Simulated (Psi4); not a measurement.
**One shape, several levels: doublet BNH3OF+**

Wanted: a comparison of 4 runs (U-wB97X/6-311+G**, UCAM-B3LYP/6-311+G**, UM06-2X/6-311+G**, UOMP2/6-311+G**) of doublet BNH3OF+. 

The results are computed with Psi4 1.11.

## 1. The molecule

BNH3OF+ has 7 atoms, charge +1, and is taken as a doublet. As SMILES of the parent species, `NB(O)F`. Geometry: relaxed at PBE0-D4/def2-TZVP. This is one conformer, not always the lowest. That shape belongs to the parent species and isn't relaxed for this state.

Bond lengths: N1–B2 1.406 Å, B2–O3 1.363 Å, B2–F4 1.337 Å, N1–H5 1.004 Å, N1–H6 1.003 Å, O3–H7 0.957 Å. Angles: N1–B2–O3 125.7°, N1–B2–F4 118.3°, O3–B2–F4 116.0°, B2–N1–H5 121.1°, B2–N1–H6 124.7°, B2–O3–H7 114.6°, H5–N1–H6 114.2°.

## 2. Energy and forces at U-wB97X/6-311+G(d,p) (run 1)

File job.json:

```json
{
 "schema_name": "qcschema_input",
 "schema_version": 1,
 "molecule": {
  "schema_name": "qcschema_molecule",
  "schema_version": 2,
  "symbols": ["N", "B", "O", "F", "H", "H", "H"],
  "geometry": [-1.00495635, 1.42371966, -0.06066021, 0.07426624, -0.9556345, -0.5457529, 2.09060401, -1.97344099, 0.69352949, -0.93503649, -2.37765341, -2.37406293, -2.49519437, 2.04411675, -1.05767971, -0.39703146, 2.63484514, 1.26328191, 2.78299966, -0.92445402, 1.99498387],
  "molecular_charge": 1,
  "molecular_multiplicity": 2,
  "fix_symmetry": "c1"
 },
 "driver": "gradient",
 "model": {
  "method": "wb97x",
  "basis": "6-311+G**"
 },
 "keywords": {
  "reference": "uks",
  "puream": true,
  "e_convergence": 1e-09,
  "d_convergence": 1e-08,
  "scf_type": "pk",
  "dft_radial_points": 99,
  "dft_spherical_points": 590,
  "maxiter": 100,
  "scf_properties": ["QUADRUPOLE", "DIPOLE", "MAYER_INDICES"]
 }
}
```

Started as:

```
$ psi4 --qcschema job.json -n 1 --memory 2200MB
```

stdout:

```text
[...]
  Running in c1 symmetry.
[...]
  Nuclear repulsion =  114.658705495019618
[...]
  Multiplicity = 2
[...]
  Nalpha       = 16
  Nbeta        = 15
[...]
    Number of basis functions: 106
[...]
   @UKS iter   1:  -256.09029457536025   -3.76677e-01   6.31045e-03 DIIS/ADIIS
[...]
   @UKS iter  16:  -256.25264950007642   -5.40012e-12   3.50824e-09 DIIS
[...]
   @S^2 Observed:                7.598006082E-01
[...]
    Orbital Energies [Eh]
    ---------------------
    Alpha Occupied:
       1A    -24.955282     2A    -19.476867     3A    -14.797593
       4A     -7.185905     5A     -1.552324     6A     -1.423550
       7A     -1.383303     8A     -0.993018     9A     -0.984215
      10A     -0.935192    11A     -0.843774    12A     -0.837096
      13A     -0.765882    14A     -0.747390    15A     -0.744109
      16A     -0.716889
    Alpha Virtual:
      17A     -0.142718    18A     -0.091790    19A     -0.085280
      20A     -0.062579    21A     -0.053439    22A     -0.035040
      23A     -0.013553    24A     -0.001809    25A      0.023998
[...]
  @UKS Final Energy:  -256.25264950007642
   => Energetics <=
    Nuclear Repulsion Energy =            114.6587054950196176
    One-Electron Energy =                -571.3548794463195009
    Two-Electron Energy =                 222.4902672123784271
    DFT Exchange-Correlation Energy =     -22.0467427611549489
    Empirical Dispersion Energy =           0.0000000000000000
    VV10 Nonlocal Energy =                  0.0000000000000000
    Total Energy =                       -256.2526495000764157
[...]
 Multipole Moments:
 ------------------------------------------------------------------------------------
     Multipole            Electronic (a.u.)      Nuclear  (a.u.)        Total (a.u.)
 ------------------------------------------------------------------------------------
 L = 1.  Multiply by 2.5417464519 to convert [e a0] to [Debye]
 Dipole X            :         -0.7943204            0.3641782           -0.4301422
 Dipole Y            :         -1.2069080            4.0138763            2.8069683
 Dipole Z            :         -1.4950178            2.8517547            1.3567369
 Magnitude           :                                                    3.1471937
 L = 2.  Multiply by 1.3450342976 to convert [e a0^2] to [Debye ang]
 Quadrupole XX       :        -75.4441572           63.9898232          -11.4543340
 Quadrupole XY       :         28.3738651          -30.6841640           -2.3102988
[...]
  -Total Gradient:
     Atom            X                  Y                   Z
    ------   -----------------  -----------------  -----------------
       1        0.014512518641    -0.036764464996    -0.009528252637
       2       -0.041978418459     0.102817211689     0.025261502950
       3        0.027155506013    -0.025608190821     0.009240781658
       4       -0.000354500356    -0.022215503742    -0.014208227287
       5        0.016207351462    -0.006280225060     0.011151516773
       6       -0.005615921311    -0.013060579970    -0.013387261906
       7       -0.009954870056     0.001041186149    -0.008600395565
[...]
```

The result, in JSON:

```text
{
 "driver": "gradient",
 "model": {
  "method": "wb97x",
  "basis": "6-311+G**"
 },
 "success": true,
 "return_result": [0.014512518641290596, -0.03676446499639901, -0.00952825263674376, -0.04197841845936421, 0.10281721168908209, 0.025261502949535695, 0.027155506013024105, -0.025608190820759713, 0.009240781658336888, -0.0003545003557120646, -0.022215503742476966, -0.01420822728706786, 0.01620735146175198, -0.006280225059930963, 0.01115151677342037, -0.005615921311028393, -0.01306057996951246, -0.013387261905524528, -0.009954870056136614, 0.0010411861486699925, -0.00860039556535061],
 "properties": {
  "calcinfo_nbasis": 106,
  "calcinfo_nmo": 106,
  "calcinfo_nalpha": 16,
  "calcinfo_nbeta": 15,
  "calcinfo_natom": 7,
  "nuclear_repulsion_energy": 114.65870549501962,
  "return_energy": -256.2526495000764,
  "return_gradient": [0.014512518641290596, -0.03676446499639901, -0.00952825263674376, -0.04197841845936421, 0.10281721168908209, 0.025261502949535695, 0.027155506013024105, -0.025608190820759713, 0.009240781658336888, -0.0003545003557120646, -0.022215503742476966, -0.01420822728706786, 0.01620735146175198, -0.006280225059930963, 0.01115151677342037, -0.005615921311028393, -0.01306057996951246, -0.013387261905524528, -0.009954870056136614, 0.0010411861486699925, -0.00860039556535061],
  "scf_one_electron_energy": -571.3548794463195,
  "scf_two_electron_energy": 222.49026721237843,
  "scf_xc_energy": -22.04674276115495,
  "scf_dipole_moment": [-0.43014218835834583, 2.8069683423020306, 1.3567368636241688],
  "scf_total_energy": -256.2526495000764,
  "scf_total_gradient": [0.014512518641290596, -0.03676446499639901, -0.00952825263674376, -0.04197841845936421, 0.10281721168908209, 0.025261502949535695, 0.027155506013024105, -0.025608190820759713, 0.009240781658336888, -0.0003545003557120646, -0.022215503742476966, -0.01420822728706786, 0.01620735146175198, -0.006280225059930963, 0.01115151677342037, -0.005615921311028393, -0.01306057996951246, -0.013387261905524528, -0.009954870056136614, 0.0010411861486699925, -0.00860039556535061],
  "scf_iterations": 16
 }
}
```

Run time: 54 s. Hardware: 1 thread of Intel Xeon Platinum 8375C at 2.90GHz (Ice Lake), shared host; peak memory 1.1 GiB.

## 3. Energy and gradient at UCAM-B3LYP/6-311+G(d,p) (run 2)

File input.json:

```json
{
 "schema_name": "qcschema_input",
 "schema_version": 1,
 "molecule": {
  "schema_name": "qcschema_molecule",
  "schema_version": 2,
  "symbols": ["N", "B", "O", "F", "H", "H", "H"],
  "geometry": [-1.00495635, 1.42371966, -0.06066021, 0.07426624, -0.9556345, -0.5457529, 2.09060401, -1.97344099, 0.69352949, -0.93503649, -2.37765341, -2.37406293, -2.49519437, 2.04411675, -1.05767971, -0.39703146, 2.63484514, 1.26328191, 2.78299966, -0.92445402, 1.99498387],
  "molecular_charge": 1,
  "molecular_multiplicity": 2,
  "fix_symmetry": "c1",
  "fix_com": true,
  "fix_orientation": true
 },
 "driver": "gradient",
 "model": {
  "method": "cam-b3lyp",
  "basis": "6-311+G**"
 },
 "keywords": {
  "reference": "uks",
  "puream": true,
  "e_convergence": 1e-09,
  "d_convergence": 1e-08,
  "scf_type": "pk",
  "dft_radial_points": 99,
  "dft_spherical_points": 590,
  "maxiter": 100,
  "scf_properties": ["MULLIKEN_CHARGES", "MAYER_INDICES", "QUADRUPOLE"]
 }
}
```

Started as:

```
$ psi4 --qcschema input.json -n 1 --memory 2200MB
```

stdout, cut to the lines that bear on the results:

```text
[...]
  Running in c1 symmetry.
[...]
  Nuclear repulsion =  114.658705495019618
[...]
  Multiplicity = 2
[...]
  Nalpha       = 16
  Nbeta        = 15
[...]
    Number of basis functions: 106
[...]
   @UKS iter   1:  -256.05383770377711   -2.74131e-01   6.82255e-03 ADIIS/DIIS
[...]
   @UKS iter  15:  -256.23428456088629   -1.63709e-11   4.66231e-09 DIIS
[...]
   @S^2 Observed:                7.603655227E-01
[...]
  @UKS Final Energy:  -256.23428456088629
   => Energetics <=
    Nuclear Repulsion Energy =            114.6587054950196176
    One-Electron Energy =                -571.3575782669909131
    Two-Electron Energy =                 223.2164328589641968
    DFT Exchange-Correlation Energy =     -22.7518446478791994
    Empirical Dispersion Energy =           0.0000000000000000
    VV10 Nonlocal Energy =                  0.0000000000000000
    Total Energy =                       -256.2342845608862945
[...]
 Multipole Moments:
[...]
  Mulliken Charges: (a.u.)
   Center  Symbol    Alpha    Beta     Spin     Total
       1     N     4.08216  3.13845  0.94371 -0.22061
       2     B     2.28973  2.39431 -0.10458  0.31596
       3     O     4.20567  3.98588  0.21978 -0.19155
       4     F     4.46759  4.45674  0.01085  0.07567
       5     H     0.29661  0.32796 -0.03135  0.37543
       6     H     0.30795  0.33950 -0.03155  0.35256
       7     H     0.35030  0.35716 -0.00687  0.29254
   Total alpha = 16.00000, Total beta = 15.00000, Total charge =  1.00000
  Mayer Bond Indices:
[...]
  -Total Gradient:
     Atom            X                  Y                   Z
    ------   -----------------  -----------------  -----------------
       1        0.010494934556    -0.029541921321    -0.008745723957
       2       -0.036364087044     0.098565808982     0.027822948121
       3        0.029017589309    -0.024514233182     0.011658681029
       4       -0.002828427276    -0.024133277247    -0.017708869456
       5        0.016880991137    -0.006485302721     0.011649734268
       6       -0.005724058042    -0.013645329553    -0.013853720450
       7       -0.011470973953    -0.000268558280    -0.010831631912
[...]
```

The result, in JSON:

```text
{
 "driver": "gradient",
 "model": {
  "method": "cam-b3lyp",
  "basis": "6-311+G**"
 },
 "success": true,
 "return_result": [0.010494934556464625, -0.029541921321215595, -0.008745723957055498, -0.03636408704399174, 0.09856580898189674, 0.027822948121093045, 0.029017589308924882, -0.024514233181521267, 0.011658681028691692, -0.0028284272760055323, -0.02413327724685843, -0.017708869456248194, 0.016880991136878076, -0.006485302720641184, 0.011649734267779085, -0.005724058042226504, -0.013645329552950752, -0.013853720450417828, -0.011470973952900282, -0.00026855827999852644, -0.010831631912357975],
 "properties": {
  "calcinfo_nbasis": 106,
  "calcinfo_nmo": 106,
  "calcinfo_nalpha": 16,
  "calcinfo_nbeta": 15,
  "calcinfo_natom": 7,
  "nuclear_repulsion_energy": 114.65870549501962,
  "return_energy": -256.2342845608863,
  "return_gradient": [0.010494934556464625, -0.029541921321215595, -0.008745723957055498, -0.03636408704399174, 0.09856580898189674, 0.027822948121093045, 0.029017589308924882, -0.024514233181521267, 0.011658681028691692, -0.0028284272760055323, -0.02413327724685843, -0.017708869456248194, 0.016880991136878076, -0.006485302720641184, 0.011649734267779085, -0.005724058042226504, -0.013645329552950752, -0.013853720450417828, -0.011470973952900282, -0.00026855827999852644, -0.010831631912357975],
  "scf_one_electron_energy": -571.3575782669909,
  "scf_two_electron_energy": 223.2164328589642,
  "scf_xc_energy": -22.7518446478792,
  "scf_dipole_moment": [-0.33762180281643284, 1.7480521689004505, 0.7636841943724946],
  "scf_total_energy": -256.2342845608863,
  "scf_total_gradient": [0.010494934556464625, -0.029541921321215595, -0.008745723957055498, -0.03636408704399174, 0.09856580898189674, 0.027822948121093045, 0.029017589308924882, -0.024514233181521267, 0.011658681028691692, -0.0028284272760055323, -0.02413327724685843, -0.017708869456248194, 0.016880991136878076, -0.006485302720641184, 0.011649734267779085, -0.005724058042226504, -0.013645329552950752, -0.013853720450417828, -0.011470973952900282, -0.00026855827999852644, -0.010831631912357975],
  "scf_iterations": 15
 }
}
```

It took 57 s on 1 thread of Intel Xeon Platinum 8375C at 2.90GHz (Ice Lake), shared host; peak memory 1.1 GiB.

Run 3 isn't shown in full; the table further down has it.

## 4. A single-point energy at UOMP2/6-311+G(d,p) (density fitting for correlation) (run 4)

File job.dat:

```
memory 2200 mb

molecule geom {
  1 2
  N
  B 1 R2
  O 2 R3 1 A3
  F 2 R4 3 A4 1 D4
  H 1 R5 2 A5 4 D5
  H 1 R6 5 A6 2 D6
  H 3 R7 2 A7 4 D7

  R2 = 1.406194
  R3 = 1.363324
  A3 = 125.71711
  R4 = 1.337002
  A4 = 116.00091
  D4 = -179.98159
  R5 = 1.004008
  A5 = 121.05448
  D5 = 0.01506
  R6 = 1.002539
  A6 = 114.21939
  D6 = -179.9679
  R7 = 0.957441
  A7 = 114.61203
  D7 = -179.97068
  symmetry c1
}

set reference uhf
set puream true
set e_convergence 1e-09
set d_convergence 1e-08
set scf_type pk
set num_frozen_docc 4
set maxiter 100

e = energy('omp2/6-311+G**')
```

Started as:

```
$ psi4 -i job.dat -o job.out -n 1
```

job.out:

```text
[...]
  Running in c1 symmetry.
[...]
  Nuclear repulsion =  114.658726401180530
[...]
  Multiplicity = 2
[...]
  Nalpha       = 16
  Nbeta        = 15
[...]
    Number of basis functions: 106
[...]
   @UHF iter   1:  -254.93572414518061   -6.49017e-01   5.08374e-03 DIIS/ADIIS
[...]
   @UHF iter  16:  -255.07157326627734   -1.67688e-12   5.26689e-09 DIIS
[...]
   @S^2 Observed:                7.604995228E-01
[...]
    Orbital Energies [Eh]
    ---------------------
    Alpha Occupied:
       1A    -26.512966     2A    -20.815399     3A    -15.998343
       4A     -7.964304     5A     -1.825077     6A     -1.625107
       7A     -1.594452     8A     -1.100426     9A     -1.081722
      10A     -1.012289    11A     -0.956813    12A     -0.929601
      13A     -0.871997    14A     -0.853684    15A     -0.807423
      16A     -0.766427
    Alpha Virtual:
      17A     -0.142263    18A     -0.087034    19A     -0.075451
      20A     -0.061838    21A     -0.020794    22A     -0.020510
      23A     -0.013714    24A      0.006891    25A      0.015962
[...]
  @UHF Final Energy:  -255.07157326627734
   => Energetics <=
    Nuclear Repulsion Energy =            114.6587264011805303
    One-Electron Energy =                -571.2283830852550182
    Two-Electron Energy =                 201.4980834177971758
    Total Energy =                       -255.0715732662773405
  UHF NO Occupations:
  HONO-2 :   14  A 1.9987260
  HONO-1 :   15  A 1.9973437
[...]
 Multipole Moments:
 ------------------------------------------------------------------------------------
     Multipole            Electronic (a.u.)      Nuclear  (a.u.)        Total (a.u.)
 ------------------------------------------------------------------------------------
 L = 1.  Multiply by 2.5417464519 to convert [e a0] to [Debye]
 Dipole X            :         -0.0002458            0.0001743           -0.0000715
 Dipole Y            :          1.9281651           -2.9396802           -1.0115151
 Dipole Z            :          0.6132372           -3.9666874           -3.3534502
 Magnitude           :                                                    3.5026834
[...]
	Warning: cc_lambda option is changed to TRUE
	For this residual convergence, default PCG convergence is:     1.00e-07
[...]
	DF-SCS-MP2 Total Energy (a.u.)     :  -255.68664840710338
	DF-SOS-MP2 Total Energy (a.u.)     :  -255.67759985329164
[...]
	DF-SCS-OMP2 Total Energy (a.u.)    :  -255.69776372384274
	DF-SOS-OMP2 Total Energy (a.u.)    :  -255.63832033690781
	DF-SCS(N)-OMP2 Total Energy (a.u.) :  -255.36619531627341
[...]
	DF-OMP2 Total Energy (a.u.)        :  -255.71898614690440
[...]
```

It took 94 s on 1 thread of Intel Xeon Platinum 8375C at 2.90GHz (Ice Lake), shared host; peak memory 0.43 GiB.

## 5. Overview of the runs

```tsv
run	level	task	frozen core orbitals	energy (Eh)	HOMO energy (eV)	LUMO energy (eV)	⟨S²⟩	wall time
1	U-wB97X/6-311+G**	gradient	0	-256.252650	-18.81	-11.17	0.760	54 s
2	UCAM-B3LYP/6-311+G**	gradient	0	-256.234285	-17.86	-12.29	0.760	57 s
3	UM06-2X/6-311+G**	energy	0	-256.220588	-17.90	-12.28	0.761	83 s
4	UOMP2/6-311+G** (density fitting for correlation)	energy	4	-255.718986	-20.28	-8.08	0.760	94 s
```

## 6. Summary of results

| quantity | value |
| --- | --- |
| run 4: total energy | -255.71899 Eh |
| run 4: HOMO energy (Hartree–Fock orbitals) (highest over α and β) | -20.28 eV |
| run 4: LUMO energy (Hartree–Fock orbitals) (lowest over α and β) | -8.08 eV |
| run 4: correlation energy (4 core orbitals frozen) | -647.4 mEh |
| run 4: ⟨S²⟩ of the reference determinant | 0.760 |

Totals of different functionals can't be ranked against each other. All runs together took 4.8 min, the longest 94 s.
